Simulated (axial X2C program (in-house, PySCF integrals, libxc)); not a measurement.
# RbSe: bond curves with and without spin–orbit coupling

What are the state, bond length, wavenumber and bond energy of RbSe, and what does spin–orbit coupling change?

Method: all-electron X2C, Rb dyall-cv3z, Se dyall-cv3z; program: an in-house X2C program for linear molecules on PySCF integrals.

All values are calculated.

## (1) Input

File task.json:

```json
{
 "zs": [
  37,
  34
 ],
 "q": 0,
 "bas": [
  "dyall-cv3z",
  "dyall-cv3z"
 ],
 "levels": [
  "PBE0",
  "HF",
  "B97-3"
 ],
 "cc": true,
 "r0": 3.09,
 "thr": -2.0,
 "nmax": 90,
 "npts": 10,
 "nst": 2,
 "ntry": 6
}
```

Keys: zs atomic numbers; q charge; bas basis sets; levels methods (HF also brings MP2); cc coupled cluster on or off; r0 starting distance in Å; thr threshold in hartree for freezing inner shells (an s shell follows its p shell); nmax most natural virtual spinors; npts points asked for on the curve; nst determinants followed; ntry starts of the search.

The run is started by

```sh
$ python so2c.py task.json out
```

Spin-free means the one-electron spin-free X2C Hamiltonian; two-component (2c) means X2C with spin–orbit coupling and atomic mean-field two-electron Coulomb and Gaunt terms. Basis: Rb dyall-cv3z contracted to [12s13p8d4f1g], Se dyall-cv3z contracted to [8s9p6d4f1g]; Gaussian nuclei, density fitting. Masses: Rb 84.912 u, Se 79.917 u.

Notation: σ, π±, δ± give the projection m of an orbital's angular momentum (0, ±1, ±2), α and β its spin, Λ and M_S the sums; ω is the projection of a spinor's total angular momentum and Ω the sum. Logs are in hartree.

The results follow Hamiltonian by Hamiltonian and level by level.

## (2) Search for the lowest determinant

Determinants are compared with PBE0 at 3.090 Å.

Spin-free determinants:

| ΔE (eV) | state | open shells |
| --- | --- | --- |
| 0.00 | M_S = 1/2, Λ = 1 | beyond closed shells: π+α, π+β, π-α |
| 0.24 | M_S = 1/2, Λ = 0 | beyond closed shells: σα |
| 2.67 | M_S = 3/2, Λ = 0 | beyond closed shells: σα, π+α, π-α |
| 2.71 | M_S = 1/2, Λ = 0 | beyond closed shells: σβ, π+α, π-α |
| 2.88 | M_S = 3/2, Λ = 1 | beyond closed shells: 2 × σα, π+α, π+β, π-α |
| 3.27 | M_S = 1/2, Λ = 1 | beyond closed shells: 2 × σα, π+α, π+β, π-β |

Two-component determinants:

```csv
ΔE (eV),state,open shells
0.00,Ω = 3/2,excess of +ω over −ω: ω = 3/2
0.16,Ω = 1/2,excess of +ω over −ω: ω = 1/2
2.78,Ω = 1/2,"excess of +ω over −ω: 2 × ω = -1/2, ω = 3/2"
2.85,Ω = 5/2,"excess of +ω over −ω: 2 × ω = 1/2, ω = 3/2"
3.49,Ω = 3/2,excess of +ω over −ω: 3 × ω = 1/2
3.65,Ω = 1/2,excess of +ω over −ω: ω = 1/2
3.98,Ω = 5/2,"excess of +ω over −ω: ω = -1/2, 2 × ω = 3/2"
```

## (3) PBE0, spin-free

State followed: M_S = 1/2, Λ = 1 (beyond closed shells: π+α, π+β, π-α). The scan is laid around 3.074 Å, a first estimate of the minimum, and this SCF restarts from the orbitals of the search.

The SCF at the reference distance of 3.074 Å:

```text
spin-free X2C-1e  PBE0
basis functions 230  fitting functions 1263  grid points 5807
iter        total energy     max residual
   1      -5410.418924855     1.92e-01
   2      -5410.426663812     5.14e-04
   3      -5410.426667909     1.94e-04
   4      -5410.426668767     9.61e-05
   5      -5410.426668862     2.06e-05
   6      -5410.426668868     4.29e-06
   7      -5410.426668869     6.33e-07
converged
one-electron -7949.03237653  Coulomb 2511.80411770  exact exchange -46.66390533  xc functional -143.09433924  nuclear repulsion 216.55983453
```

Along the bond, energies from the lowest point:

```
R (Å)  E (eV)   μ (D)  HOMO (eV)  LUMO (eV)  iterations
2.797  0.1643   -9.23      -4.67      -2.50           9
2.890  0.0629   -9.65      -4.56      -2.40           9
2.982  0.0124  -10.06      -4.47      -2.31           9
3.074  0.0000  -10.48      -4.38      -2.22           7
3.182  0.0216  -10.95      -4.28      -2.12           9
3.289  0.0710  -11.42      -4.19      -2.04           9
3.428  0.1623  -12.02      -4.09      -1.93           9
3.597  0.2990  -12.74      -3.97      -1.81          10
```

Dipoles are positive if Se is the positive end.

Outer orbitals at the reference distance:

```json
{"symmetry": "σβ", "occupied": "yes", "ε (eV)": "-34.94", "atomic character": "100% Rb s"}
{"symmetry": "σα", "occupied": "yes", "ε (eV)": "-34.94", "atomic character": "100% Rb s"}
{"symmetry": "σα", "occupied": "yes", "ε (eV)": "-17.92", "atomic character": "91% Rb p, 8% Se s"}
{"symmetry": "π+β", "occupied": "yes", "ε (eV)": "-17.91", "atomic character": "100% Rb p"}
{"symmetry": "π-α", "occupied": "yes", "ε (eV)": "-17.91", "atomic character": "100% Rb p"}
{"symmetry": "π+α", "occupied": "yes", "ε (eV)": "-17.91", "atomic character": "100% Rb p"}
{"symmetry": "π-β", "occupied": "yes", "ε (eV)": "-17.91", "atomic character": "100% Rb p"}
{"symmetry": "σβ", "occupied": "yes", "ε (eV)": "-17.86", "atomic character": "96% Rb p, 3% Se s"}
{"symmetry": "σα", "occupied": "yes", "ε (eV)": "-16.25", "atomic character": "81% Se s, 13% Rb p, 4% Rb d"}
{"symmetry": "σβ", "occupied": "yes", "ε (eV)": "-15.20", "atomic character": "86% Se s, 8% Rb p, 4% Rb d"}
{"symmetry": "π+α", "occupied": "yes", "ε (eV)": "-5.32", "atomic character": "93% Se p, 4% Rb d, 2% Rb p"}
{"symmetry": "π-α", "occupied": "yes", "ε (eV)": "-5.32", "atomic character": "93% Se p, 4% Rb d, 2% Rb p"}
{"symmetry": "σα", "occupied": "yes", "ε (eV)": "-5.03", "atomic character": "86% Se p, 6% Rb s, 4% Rb d"}
{"symmetry": "σβ", "occupied": "yes", "ε (eV)": "-4.69", "atomic character": "85% Se p, 7% Rb s, 4% Rb d"}
{"symmetry": "π+β", "occupied": "yes", "ε (eV)": "-4.38", "atomic character": "91% Se p, 6% Rb d, 3% Rb p"}
{"symmetry": "π-β", "occupied": "no", "ε (eV)": "-2.22", "atomic character": "87% Se p, 8% Rb d, 5% Rb p"}
{"symmetry": "σβ", "occupied": "no", "ε (eV)": "-1.38", "atomic character": "77% Rb s, 19% Rb p, 3% Se p"}
{"symmetry": "σα", "occupied": "no", "ε (eV)": "-1.36", "atomic character": "79% Rb s, 17% Rb p, 2% Se p"}
{"symmetry": "π+β", "occupied": "no", "ε (eV)": "-0.13", "atomic character": "91% Rb p, 8% Rb d"}
```

PBE0 fields in the half plane through the axis: z from -2.4 to 5.4 Å across, distance from the axis 0.15 to 2.25 Å upwards; Rb lies at z = 0 and Se at z = 3.074 Å; the ELF is damped to zero where the density is low.

log10 density (e/bohr³). Ten even steps from '0' (-4.82 ) to '9' (1.50 ):
```
000011112222222233333222111
001112222222233333333332211
011223333333333444444333221
112234444444334445554443322
122344555554444555555544332
123345666665445556666554332
123455677765545566776654432
223456689866555668997654433
```

ELF. Ten even steps from '0' (0.00 ) to '9' (0.87 ):
```
000000000000011222222110000
000000000000013444444321000
000001122100025666666543200
000013566520026788888765420
000146899972027898889987531
001368998995127985347998742
001489822288128952532899853
002589473748228927382699863
```

Re = 3.063 Å, ωe = 151.8 cm⁻¹, ωexe = 0.376 cm⁻¹, Be = 0.04364 cm⁻¹, De = 2.43 eV, μ = -10.43 D.

## (4) HF, spin-free

Output at 3.074 Å:

```text
spin-free X2C-1e  HF
basis functions 230  fitting functions 1263  grid points 5807
iter        total energy     max residual
   1      -5407.324045614     1.66e-01
   2      -5407.350736613     5.69e-03
   3      -5407.351368803     3.71e-03
   4      -5407.351465257     1.18e-03
   5      -5407.351491896     3.46e-04
   6      -5407.351499034     1.59e-04
   7      -5407.351500359     8.11e-05
   8      -5407.351500673     2.50e-05
   9      -5407.351500693     5.98e-06
  10      -5407.351500696     2.14e-06
  11      -5407.351500697     7.10e-07
converged
one-electron -7949.10156189  Coulomb 2511.97186897  exact exchange -186.78164230  xc functional 0.00000000  nuclear repulsion 216.55983453
```

Re = 3.163 Å, ωe = 144.6 cm⁻¹, ωexe = 0.358 cm⁻¹, Be = 0.04092 cm⁻¹, De = 1.41 eV, μ = -11.87 D.

## (5) B97-3, spin-free

The SCF at the reference distance of 3.074 Å:

```text
spin-free X2C-1e  B97-3
basis functions 230  fitting functions 1263  grid points 5807
iter        total energy     max residual
   1      -5410.547282326     3.11e-02
   2      -5410.548004029     3.24e-03
   3      -5410.548021110     3.18e-03
   4      -5410.548059327     2.71e-04
   5      -5410.548059968     9.82e-05
   6      -5410.548060126     9.17e-06
   7      -5410.548060130     5.45e-06
   8      -5410.548060130     1.23e-06
converged
one-electron -7949.26467518  Coulomb 2512.05229320  exact exchange -50.26917506  xc functional -139.62633761  nuclear repulsion 216.55983453
```

Re = 3.095 Å, ωe = 147.8 cm⁻¹, ωexe = 0.376 cm⁻¹, Be = 0.04274 cm⁻¹, De = 2.54 eV, μ = -10.78 D.

## (6) Correlated methods, spin-free

Correlated methods: 15 electrons correlated (frozen shells, counted by type: Rb 3 s, 2 p, 1 d; Se 3 s, 2 p, 1 d), 277 virtual spinors in MP2.

Output of the correlated part at 3.074 Å:

```text
correlated 15  virtual 277  natural virtual 90  E(MP2) -0.330443855  MP2 remainder -0.016863753
iter   CCSD correlation   residual
   1     -0.339081514   9.22e-02
   2     -0.345916886   2.76e-02
   3     -0.346141696   7.40e-03
   4     -0.346136176   3.16e-03
   5     -0.346139358   1.14e-03
   6     -0.346139888   3.32e-04
   7     -0.346140861   9.80e-05
   8     -0.346141006   3.03e-05
   9     -0.346140806   9.91e-06
  10     -0.346140791   3.59e-06
(T) -0.010854504  T1 0.0081  D1 0.0182  max T2 0.057
```

T1 in the output is the amplitude norm over the root of the electron number; divide by √2 for the Lee–Taylor value.

Coupled cluster ran at too few distances for a curve.

MP2: Re = 3.078 Å, ωe = 154.1 cm⁻¹, Be = 0.04323 cm⁻¹, De = 2.28 eV.

## (7) A higher determinant, spin-free

State: M_S = 1/2, Λ = 0 (beyond closed shells: σα).

Output at the reference distance:

```text
spin-free X2C-1e  PBE0
basis functions 230  fitting functions 1263  grid points 5807
iter        total energy     max residual
   1      -5410.410510292     1.97e-01
   2      -5410.417929033     5.12e-04
   3      -5410.417932454     4.09e-04
   4      -5410.417933849     1.33e-04
   5      -5410.417933968     1.03e-05
   6      -5410.417933971     5.83e-06
   7      -5410.417933971     7.86e-07
converged
one-electron -7948.38495269  Coulomb 2511.16747606  exact exchange -46.66534967  xc functional -143.09494220  nuclear repulsion 216.55983453
```

| R (Å) | E above the lowest PBE0 point (eV) |
| --- | --- |
| 2.797 | 0.211 |
| 2.890 | 0.191 |
| 2.982 | 0.203 |
| 3.074 | 0.238 |
| 3.182 | 0.300 |
| 3.289 | 0.378 |
| 3.428 | 0.493 |
| 3.597 | 0.644 |

Re = 2.898 Å, ωe = 155.1 cm⁻¹, ωexe = 0.411 cm⁻¹, Be = 0.04877 cm⁻¹, μ = -10.21 D. Te = 0.19 eV.

## (8) The spin-free curves together

Energy (eV) of the followed determinant, spin-free, from each level's lowest point:

| R (Å) | PBE0 | HF | MP2 | B97-3 |
| --- | --- | --- | --- | --- |
| 2.797 | 0.164 | 0.312 | 0.191 | 0.200 |
| 2.890 | 0.063 | 0.157 | 0.078 | 0.085 |
| 2.982 | 0.012 | 0.062 | 0.018 | 0.023 |
| 3.074 | 0.000 | 0.013 | 0.000 | 0.000 |
| 3.182 | 0.022 | 0.000 | 0.017 | 0.011 |
| 3.289 | 0.071 | 0.022 | 0.065 | 0.051 |
| 3.428 | 0.162 | 0.085 | 0.157 | 0.132 |
| 3.597 | 0.299 | 0.198 | 0.296 | 0.260 |

## (9) PBE0, 2c

State followed: Ω = 3/2 (excess of +ω over −ω: ω = 3/2). The scan is laid around 3.074 Å, a first estimate of the minimum, and this SCF restarts from the orbitals of the search.

The SCF at the reference distance of 3.074 Å:

```text
two-component X2C + atomic mean field  PBE0
basis functions 230  fitting functions 1263  grid points 5807
iter        total energy     max residual
   1      -5408.519654409     1.93e-01
   2      -5408.527397361     5.14e-04
   3      -5408.527401464     1.91e-04
   4      -5408.527402332     9.76e-05
   5      -5408.527402430     2.07e-05
   6      -5408.527402437     4.38e-06
   7      -5408.527402437     7.40e-07
converged
one-electron -7944.11514185  Coulomb 2510.81426722  exact exchange -46.64457250  xc functional -143.03555431  nuclear repulsion 216.55983453  atomic mean-field constant -2.10623553
```

Along the bond, energies from the lowest point:

```csv
R (Å),E (eV),μ (D),HOMO (eV),LUMO (eV),iterations
2.797,0.1648,-9.21,-4.71,-2.40,9
2.890,0.0634,-9.63,-4.61,-2.30,9
2.982,0.0126,-10.04,-4.52,-2.21,9
3.074,0.0000,-10.45,-4.44,-2.12,7
3.182,0.0213,-10.92,-4.35,-2.03,9
3.289,0.0704,-11.39,-4.26,-1.94,9
3.428,0.1612,-11.98,-4.15,-1.83,9
3.597,0.2972,-12.69,-4.04,-1.72,10
```

Dipoles are positive if Se is the positive end.

Outer spinors at the reference distance:

| ω | occupied | ε (eV) | atomic character | λ mixture |
| --- | --- | --- | --- | --- |
| 1/2 | yes | -34.94 | 100% Rb s | 100% σ |
| -1/2 | yes | -34.94 | 100% Rb s | 100% σ |
| 1/2 | yes | -18.47 | 98% Rb p | 67% π, 33% σ |
| -1/2 | yes | -18.46 | 99% Rb p | 70% π, 30% σ |
| 1/2 | yes | -17.65 | 91% Rb p, 8% Se s | 68% σ, 32% π |
| 3/2 | yes | -17.61 | 100% Rb p | 100% π |
| -3/2 | yes | -17.61 | 100% Rb p | 100% π |
| -1/2 | yes | -17.59 | 96% Rb p, 3% Se s | 70% σ, 30% π |
| 1/2 | yes | -16.22 | 80% Se s, 14% Rb p, 4% Rb d | 100% σ |
| -1/2 | yes | -15.19 | 85% Se s, 8% Rb p, 4% Rb d | 100% σ |
| -1/2 | yes | -5.45 | 93% Se p, 4% Rb d | 96% π, 4% σ |
| 3/2 | yes | -5.19 | 93% Se p, 5% Rb d, 2% Rb p | 100% π |
| 1/2 | yes | -5.06 | 87% Se p, 6% Rb s, 4% Rb d | 93% σ, 7% π |
| -1/2 | yes | -4.65 | 85% Se p, 7% Rb s, 4% Rb d | 96% σ, 4% π |
| 1/2 | yes | -4.44 | 91% Se p, 5% Rb d, 3% Rb p | 93% π, 7% σ |
| -3/2 | no | -2.12 | 87% Se p, 8% Rb d, 5% Rb p | 100% π |
| -1/2 | no | -1.38 | 77% Rb s, 19% Rb p, 3% Se p | 100% σ |
| 1/2 | no | -1.37 | 79% Rb s, 17% Rb p, 2% Se p | 100% σ |
| 1/2 | no | -0.14 | 91% Rb p, 9% Rb d | 100% π |

PBE0 fields in the half plane through the axis: z from -2.4 to 5.4 Å across, distance from the axis 0.15 to 2.25 Å upwards; Rb lies at z = 0 and Se at z = 3.074 Å; the ELF is damped to zero where the density is low.

log10 density (e/bohr³). Ten even steps from '0' (-4.80 ) to '9' (1.50 ):
```
000011111222222233332222111
001112222222233333333332211
011223333333333444444333221
112233444444334444554443322
122344555554444555555544332
123345666665445556666554332
123455677765545566776654432
223456689866555568997654433
```

ELF. Ten even steps from '0' (0.00 ) to '9' (0.87 ):
```
000000000000011222222110000
000000000000013444444321000
000001122100025666666543200
000013566520026788888765420
000146899972027898889987531
001368998995127985347998742
001489822288128952532899853
002589473748228927382699863
```

Re = 3.064 Å, ωe = 151.5 cm⁻¹, ωexe = 0.376 cm⁻¹, Be = 0.04362 cm⁻¹, De = 2.47 eV, μ = -10.41 D.

## (10) HF, 2c

The SCF at the reference distance of 3.074 Å:

```text
two-component X2C + atomic mean field  HF
basis functions 230  fitting functions 1263  grid points 5807
iter        total energy     max residual
   1      -5405.425565626     1.67e-01
   2      -5405.452240850     5.71e-03
   3      -5405.452874759     3.68e-03
   4      -5405.452971396     1.18e-03
   5      -5405.452998065     3.34e-04
   6      -5405.453005116     1.50e-04
   7      -5405.453006394     7.58e-05
   8      -5405.453006686     2.33e-05
   9      -5405.453006704     5.45e-06
  10      -5405.453006706     2.00e-06
  11      -5405.453006707     5.39e-07
converged
one-electron -7944.18656346  Coulomb 2510.98430679  exact exchange -186.70434904  xc functional 0.00000000  nuclear repulsion 216.55983453  atomic mean-field constant -2.10623553
```

Re = 3.164 Å, ωe = 144.4 cm⁻¹, ωexe = 0.357 cm⁻¹, Be = 0.0409 cm⁻¹, De = 1.44 eV, μ = -11.87 D.

## (11) B97-3, 2c

The SCF at the reference distance of 3.074 Å:

```text
two-component X2C + atomic mean field  B97-3
basis functions 230  fitting functions 1263  grid points 5807
iter        total energy     max residual
   1      -5408.648290551     3.13e-02
   2      -5408.649018677     3.24e-03
   3      -5408.649035969     3.18e-03
   4      -5408.649074173     2.72e-04
   5      -5408.649074824     9.86e-05
   6      -5408.649074986     9.50e-06
   7      -5408.649074990     5.57e-06
   8      -5408.649074991     1.25e-06
converged
one-electron -7944.34802022  Coulomb 2511.06305161  exact exchange -50.24835891  xc functional -139.56934647  nuclear repulsion 216.55983453  atomic mean-field constant -2.10623553
```

Re = 3.096 Å, ωe = 147.6 cm⁻¹, ωexe = 0.377 cm⁻¹, Be = 0.04272 cm⁻¹, De = 2.53 eV, μ = -10.77 D.

## (12) MP2, 2c

Correlated methods: 15 electrons correlated (frozen shells, counted by type: Rb 3 s, 2 p, 1 d; Se 3 s, 2 p, 1 d), 277 virtual spinors in MP2.

Output of the correlated part at 3.074 Å:

```text
correlated 15  virtual 277  natural virtual 90  E(MP2) -0.330386092  MP2 remainder -0.016856288
iter   CCSD correlation   residual
   1     -0.339024864   9.22e-02
   2     -0.345849087   2.75e-02
   3     -0.346071467   7.28e-03
   4     -0.346064319   3.08e-03
   5     -0.346066741   1.09e-03
   6     -0.346067164   3.20e-04
   7     -0.346068118   9.38e-05
   8     -0.346068285   2.86e-05
   9     -0.346068100   9.36e-06
  10     -0.346068082   3.42e-06
(T) -0.010841372  T1 0.0079  D1 0.0182  max T2 0.057
```

Coupled cluster ran at too few distances for a curve.

MP2: Re = 3.078 Å, ωe = 153.9 cm⁻¹, Be = 0.04321 cm⁻¹, De = 2.24 eV.

## (13) A higher determinant, 2c

State: Ω = 1/2 (excess of +ω over −ω: ω = 1/2).

Output at the reference distance:

```text
two-component X2C + atomic mean field  PBE0
basis functions 230  fitting functions 1263  grid points 5807
iter        total energy     max residual
   1      -5408.513961788     1.93e-01
   2      -5408.521672219     5.15e-04
   3      -5408.521676339     2.01e-04
   4      -5408.521677197     9.27e-05
   5      -5408.521677339     2.04e-05
   6      -5408.521677373     1.95e-05
   7      -5408.521677407     1.74e-05
   8      -5408.521677482     1.20e-05
   9      -5408.521677537     3.83e-06
  10      -5408.521677544     5.44e-07
  11      -5408.521677545     2.20e-07
converged
one-electron -7943.98826298  Coulomb 2510.68898308  exact exchange -46.64394062  xc functional -143.03205603  nuclear repulsion 216.55983453  atomic mean-field constant -2.10623553
```

```csv
R (Å),E above the lowest PBE0 point (eV)
2.797,0.261
2.890,0.202
2.982,0.162
3.074,0.156
3.182,0.181
3.289,0.233
3.428,0.326
3.597,0.464
```

Re = 3.047 Å, ωe = 151.5 cm⁻¹, ωexe = 1.24 cm⁻¹, Be = 0.04409 cm⁻¹, μ = -10.44 D. Te = 0.15 eV.

## (14) The 2c curves together

Energy (eV) of the followed determinant, 2c, from each level's lowest point:

```
R (Å)   PBE0     HF    MP2  B97-3
2.797  0.165  0.313  0.191  0.201
2.890  0.063  0.158  0.078  0.086
2.982  0.013  0.063  0.018  0.023
3.074  0.000  0.014  0.000  0.000
3.182  0.021  0.000  0.017  0.010
3.289  0.070  0.021  0.065  0.050
3.428  0.161  0.085  0.156  0.131
3.597  0.297  0.197  0.295  0.259
```

The whole job took 3.5 min on 1 thread of Intel Xeon Platinum 8259CL at 2.50GHz (Skylake/Cascade Lake), shared host; peak memory 0.97 GiB.

## (15) Constants

Lowest determinant that the search found at its distance, spin-free: M_S = 1/2, Λ = 1 (beyond closed shells: π+α, π+β, π-α).

Lowest determinant that the search found at its distance, 2c: Ω = 3/2 (excess of +ω over −ω: ω = 3/2).

| Hamiltonian | level | Re (Å) | ωe (cm⁻¹) | De (eV) | μ (D) |
| --- | --- | --- | --- | --- | --- |
| spin-free | PBE0 | 3.063 | 151.8 | 2.43 | -10.43 |
| spin-free | HF | 3.163 | 144.6 | 1.41 | -11.87 |
| spin-free | MP2 | 3.078 | 154.1 | 2.28 | n/a |
| spin-free | B97-3 | 3.095 | 147.8 | 2.54 | -10.78 |
| 2c | PBE0 | 3.064 | 151.5 | 2.47 | -10.41 |
| 2c | HF | 3.164 | 144.4 | 1.44 | -11.87 |
| 2c | MP2 | 3.078 | 153.9 | 2.24 | n/a |
| 2c | B97-3 | 3.096 | 147.6 | 2.53 | -10.77 |

Dipoles are positive if Se is the positive end.

Time per point (s) on 1 thread of Intel Xeon Platinum 8259CL at 2.50GHz (Skylake/Cascade Lake), shared host (2c runs); the times are rough: PBE0 1.6, HF 1.2, MP2 1.8, B97-3 1.7.

At MP2, going from spin-free to two-component changes Re by +1 mÅ, ωe by -0.1 %; the spin-free picture holds up (part of it comes from the scalar share of the two-electron terms). De moves by -0.03 eV; both De rest on single-determinant atoms, which can miss part of an open shell's spin–orbit lowering.

De refers to Rb + Se, each in the lowest determinant found, which need not be this curve's own limit. Each curve is one determinant whose occupation by symmetry is held fixed; it was picked as the lowest of a PBE0 search that is not exhaustive. Dissociation energies refer to the lowest single-determinant-based atoms at the same level and basis. Density functionals use the spin component along the axis (collinear).
